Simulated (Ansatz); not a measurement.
# LuGaN2: a single-point run

Aim: a sound single-point run of LuGaN2. The structure is shown as the input types it. The cell is built on a prototype (ordering on rocksalt) and needn't be the phase found in nature.

Method: density functional or hybrid calculation with the settings of its input, plane waves (as first typed), in Ansatz 0.2.0.

### 1 The structure to begin with

It takes space group R-3m (No. 166, trigonal). Conventional cell: a = 3.218 Å, b = 3.218 Å, c = 15.201 Å, α = 90.00°, β = 90.00°, γ = 120.00°. Ga (site symmetry -3m) has 6 N at 2.20 Å as nearest neighbours. Around Lu (site symmetry -3m) lie 6 N at 2.30 Å. N (site symmetry 3m) is surrounded by 3 Ga at 2.20 Å and 3 Lu at 2.30 Å.

Structure file:

```
CELL_PARAMETERS angstrom
1.60905 0.92899 5.06700
-1.60905 0.92899 5.06700
0.00000 -1.85797 5.06700
ATOMIC_POSITIONS crystal
Ga 0.00000 0.00000 0.00000
Lu 0.50000 0.50000 0.50000
N 0.25638 0.25638 0.25638
N 0.74362 0.74362 0.74362
```

### 2 Input and run

The input, input.yaml:

```yaml
crystal:
  lattice:
    - [1.6090532517, 0.928987328, 5.0670006812]
    - [-1.6090532517, 0.928987328, 5.0670006812]
    - [0.0, -1.857974656, 5.0670006812]
  atoms:
    - { symbol: Ga, position: [1.0, 0.0, 0.0] }
    - { symbol: Lu, position: [0.5, 0.5, 0.5] }
    - { symbol: "N", position: [0.256382637, 0.256382637, 0.256382637] }
    - { symbol: "N", position: [0.743617363, 0.743617363, 0.743617363] }
kpoints:
  mp_grid: { grid: [6, 6, 6] }
hamiltonian:
  xc: pbe
scf:
  occupations: { method: gaussian, width: 1.5 }
  n_extra_bands: 5
output:
  forces: true
  stress: true
  eigenvalues: true
```

Run with:

```bash
$ ansatz run input.yaml --threads 4 --pin off --max-ram 3686MiB --backend cpu --events-out ev --progress --plain --runs-dir out
```

Q: Will this input give a usable result? If not, why, and what should change?

This run ends as converged. Convergence says nothing about whether the input makes sense.

Look at the input: scf.occupations.method is gaussian; scf.occupations.width is 1.5. Occupations are smeared over electronvolts, wider than many features of the bands.

To check: delete scf.occupations.width (the default then holds) and set scf.occupations.method to fixed.
